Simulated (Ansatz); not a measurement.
Crystal: GeCN2.

```xyz
4
Lattice="1.7938 1.0356 4.9220 -1.7938 1.0356 4.9220 0.0000 -2.0713 4.9220" Properties=species:S:1:pos:R:3 pbc="T T T"
Ge    0.0000    0.0000    0.0000
N     0.0000    0.0000    8.6219
N     0.0000    0.0000    6.1440
C     0.0000    0.0000    7.3829
```

The cell comes from a database or a generator and needn't be the stable form of this composition.

Program: Ansatz 0.2.0. Alike in all runs: potentials or basis all-electron LAPW, scalar-relativistic; no spin polarisation; cell as given; k mesh 9 × 9 × 9; smearing fermi-dirac 0.05 eV.

**Question.** Order these runs on this cell by their pressure, lowest first.
A. level PBEsol; cutoff (eV) 734; basis error allowed 0.001 eV/atom
B. level PBE; cutoff (eV) 733; basis error allowed 0.001 eV/atom
C. level LDA; cutoff (eV) 675; basis error allowed 0.002 eV/atom

**Answer.** C (-6.6 GPa), A (-3.3 GPa), B (0.0 GPa).

Not every run made on this cell is shown here.
